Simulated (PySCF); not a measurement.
**One shape, several levels: BSiPNH7 (SMILES B[SiH](N)P)**

Wanted: a comparison of 6 runs (HF/STO-3G, HF/3-21G, HF/def2-SVP, B3LYP/6-31G*, PBE0/def2-SVP, PBE0/def2-TZVP) of BSiPNH7. The job is set up through a Python script.

The calculation is run with PySCF 2.14.0.

## 1. The system as given

BSiPNH7: 11 atoms, total charge 0, spin state singlet. As SMILES, `B[SiH](N)P`. The shape is that of a PBE0-D4/def2-TZVP optimisation. This is one conformer, not always the lowest.

Bond lengths: B1–Si2 1.936 Å, Si2–N3 1.706 Å, Si2–P4 2.318 Å, B1–H5 1.194 Å, B1–H6 1.199 Å, Si2–H7 1.480 Å, N3–H8 1.006 Å, N3–H9 1.006 Å, P4–H10 1.419 Å, P4–H11 1.459 Å. Some angles: B1–Si2–N3 121.8°, B1–Si2–P4 70.6°, N3–Si2–P4 117.3°, B1–Si2–H7 124.3°, N3–Si2–H7 109.4°, P4–Si2–H7 105.1°, Si2–B1–H5 121.3°, Si2–B1–H6 118.1°, Si2–N3–H8 122.2°, Si2–N3–H9 120.3°.

## 2. Energy and gradient at HF/STO-3G (run 1)

File run.py:

```python
from pyscf import gto, scf

molecule = gto.Mole()
molecule.atom = [
    ('B', (-0.717700, 1.155300, -0.314300)),
    ('Si', (0.636300, 0.006700, 0.458100)),
    ('N', (0.333700, -0.927900, 1.853000)),
    ('P', (-0.044900, -0.869600, -1.577100)),
    ('H', (-0.423900, 2.084400, -1.004000)),
    ('H', (-1.860600, 0.969700, -0.002300)),
    ('H', (2.093700, 0.222400, 0.316800)),
    ('H', (0.899300, -1.723500, 2.097700)),
    ('H', (-0.598700, -0.999200, 2.224700)),
    ('H', (0.865800, -0.088000, -2.333900)),
    ('H', (-1.117400, 0.112700, -1.698200)),
]
molecule.basis = 'sto-3g'
molecule.verbose = 3
molecule.max_memory = 1860
molecule.build()

myscf = scf.RHF(molecule)
myscf.conv_tol = 1e-10
myscf.kernel()
if not myscf.converged:
    myscf = myscf.newton().run(myscf.mo_coeff, myscf.mo_occ)

e_tot = myscf.e_tot
print(f'total energy: {e_tot:.8f} hartree')
grad = myscf.nuc_grad_method().kernel()
dip = myscf.dip_moment()
pop, q = myscf.mulliken_pop()
```

Started as:

```console
$ OMP_NUM_THREADS=1 python run.py
```

Standard output:

```text
converged SCF energy = -704.664863744273
total energy: -704.66486374 hartree
[... 8 lines left out ...]
Dipole moment(X, Y, Z, Debye):  0.79916, -1.11099,  0.45428
[... 47 lines left out ...]
charge of   10H =     -0.09251
```

Wall time 4.2 s (1 thread of Intel Xeon at 2.70GHz, shared host); peak memory 0.12 GiB.

## 3. Energy and forces at HF/3-21G (run 2)

File run.py:

```python
from pyscf import gto

mol = gto.M(
    atom='''
B     -1.356256     2.183201    -0.593941
Si     1.202433     0.012661     0.865684
N      0.630602    -1.753477     3.501663
P     -0.084849    -1.643306    -2.980287
H     -0.801055     3.938945    -1.897285
H     -3.516024     1.832467    -0.004346
H      3.956520     0.420275     0.598665
H      1.699431    -3.256943     3.964078
H     -1.131379    -1.888214     4.204074
H      1.636125    -0.166296    -4.410432
H     -2.111580     0.212972    -3.209133
''',
    unit='bohr',
    charge=0,
    basis='3-21g',
    max_memory=1860,
    verbose=3,
)

mf = mol.RHF()
mf.conv_tol = 1e-10
mf.kernel()
if not mf.converged:
    mf = mf.newton().run(mf.mo_coeff, mf.mo_occ)

e_final = mf.e_tot
print('Final energy', e_final)
grad = mf.nuc_grad_method().kernel()
dip = mf.dip_moment()
pop, q = mf.mulliken_pop()
```

Started as:

```console
$ OMP_NUM_THREADS=1 python run.py
```

Standard output:

```text
converged SCF energy = -709.107475245857
Final energy -709.1074752458566
[... 8 lines left out ...]
Dipole moment(X, Y, Z, Debye):  0.67424, -0.55537,  1.71438
[... 70 lines left out ...]
charge of   10H =      0.00833
```

It took 4.5 s on 1 thread of Intel Xeon at 2.70GHz, shared host; peak memory 0.13 GiB.

## 4. Energy and forces at HF/def2-SVP (run 3)

File calc.py:

```python
# B[SiH](N)P
from pyscf import gto, scf

molecule = gto.M(
    atom='''
B     -1.356256     2.183201    -0.593941
Si     1.202433     0.012661     0.865684
N      0.630602    -1.753477     3.501663
P     -0.084849    -1.643306    -2.980287
H     -0.801055     3.938945    -1.897285
H     -3.516024     1.832467    -0.004346
H      3.956520     0.420275     0.598665
H      1.699431    -3.256943     3.964078
H     -1.131379    -1.888214     4.204074
H      1.636125    -0.166296    -4.410432
H     -2.111580     0.212972    -3.209133
''',
    basis='def2-svp',
    verbose=4,
    max_memory=1860,
    unit='bohr',
)

mf = scf.RHF(molecule)
mf.conv_tol = 1e-10
mf.kernel()
if not mf.converged:
    mf = mf.newton().run(mf.mo_coeff, mf.mo_occ)

etot = mf.e_tot
print(f'total energy: {etot:.8f} hartree')
grad = mf.nuc_grad_method().kernel()
mf.analyze()
```

Started as:

```console
$ OMP_NUM_THREADS=1 python calc.py
```

Standard output:

```text
PySCF version 2.14.0

[... 94 lines left out ...]
MO #4   energy= -7.59621311193395  occ= 2
[... 18 lines left out ...]
MO #23  energy= -0.405413364242297 occ= 2
[... 18 lines left out ...]
MO #42  energy= 0.555709185282411  occ= 0
[... 18 lines left out ...]
MO #61  energy= 1.05157369911482   occ= 0
[... 18 lines left out ...]
MO #80  energy= 1.94822181695944   occ= 0
[... 18 lines left out ...]
MO #99  energy= 3.71006025836178   occ= 0
[... 113 lines left out ...]
Dipole moment(X, Y, Z, Debye):  0.51396, -0.96331,  1.27189
```

Wall time 14 s (1 thread of Intel Xeon at 2.70GHz, shared host); peak memory 0.21 GiB.

Runs 4 to 5 aren't shown in full; the table further down has their settings and results.

## 5. Energy and gradient at PBE0/def2-TZVP (run 6)

File job.py:

```python
# B[SiH](N)P
import pyscf.grad
from pyscf import gto, dft

molecule = gto.Mole()
molecule.atom = '''
B     -0.717700     1.155300    -0.314300
Si     0.636300     0.006700     0.458100
N      0.333700    -0.927900     1.853000
P     -0.044900    -0.869600    -1.577100
H     -0.423900     2.084400    -1.004000
H     -1.860600     0.969700    -0.002300
H      2.093700     0.222400     0.316800
H      0.899300    -1.723500     2.097700
H     -0.598700    -0.999200     2.224700
H      0.865800    -0.088000    -2.333900
H     -1.117400     0.112700    -1.698200
'''
molecule.verbose = 3
molecule.spin = 0
molecule.charge = 0
molecule.max_memory = 1860
molecule.basis = 'def2-tzvp'
molecule.build()

mf = dft.RKS(molecule, xc='pbe0')
mf.conv_tol = 1e-10
mf.grids.level = 5
mf.kernel()
if not mf.converged:
    mf = mf.newton().run(mf.mo_coeff, mf.mo_occ)

etot = mf.e_tot
print('Final energy', etot)
grad = mf.Gradients().kernel()
mf.analyze()
```

Started as:

```console
$ OMP_NUM_THREADS=1 python job.py
```

Standard output:

```text
converged SCF energy = -714.348947569212
[... 37 lines left out ...]
MO #28  energy= 0.0270857219321816 occ= 0
[... 29 lines left out ...]
MO #58  energy= 0.494334345068687  occ= 0
[... 29 lines left out ...]
MO #88  energy= 1.22124510518477   occ= 0
[... 29 lines left out ...]
MO #118 energy= 1.91163639363127   occ= 0
[... 29 lines left out ...]
MO #148 energy= 2.92857440908883   occ= 0
[... 29 lines left out ...]
MO #178 energy= 31.820612562758    occ= 0
[... 12 lines left out ...]
Dipole moment(X, Y, Z, Debye):  0.50236, -1.38124,  0.98341
```

Run time: 3.4 min. Hardware: 1 thread of Intel Xeon at 2.70GHz, shared host; peak memory 2.4 GiB.

## 6. The series

```csv
run,level,Cartesian functions,integration grid,energy (Eh),dipole moment (D),HOMO energy (eV),LUMO energy (eV),wall time
1,HF/STO-3G,no,–,-704.664864,1.44,-6.06,8.41,4.2 s
2,HF/3-21G,no,–,-709.107475,1.92,-8.83,3.05,4.5 s
3,HF/def2-SVP,no,–,-712.596181,1.68,-8.81,3.24,14 s
4,B3LYP/6-31G* (Cartesian functions),yes,5,-714.645534,1.76,-6.22,-0.44,52 s
5,PBE0/def2-SVP,no,5,-714.031247,1.76,-6.55,-0.35,62 s
6,PBE0/def2-TZVP,no,5,-714.348948,1.77,-6.62,-0.59,3.4 min
```

## 7. What came out

| quantity | value |
| --- | --- |
| run 6: total energy | -714.34895 Eh |
| run 6: dipole moment | 1.77 D |
| run 6: HOMO energy | -6.62 eV |
| run 6: LUMO energy | -0.59 eV |
| run 6: HOMO–LUMO gap | 6.03 eV |
| run 6: largest force on an atom | 0.021 eV/Å |

**Reading.** The dipole moment (its size) runs from 1.44 D (HF/STO-3G) to 1.92 D (HF/3-21G). The HOMO–LUMO gap runs from 5.78 eV (B3LYP/6-31G*) to 14.47 eV (HF/STO-3G). The two ends differ in method and basis. Totals of different functionals can't be ranked against each other. In run 1 the basis is minimal, so the values are rough. All runs together took 5.6 min, the longest 3.4 min.
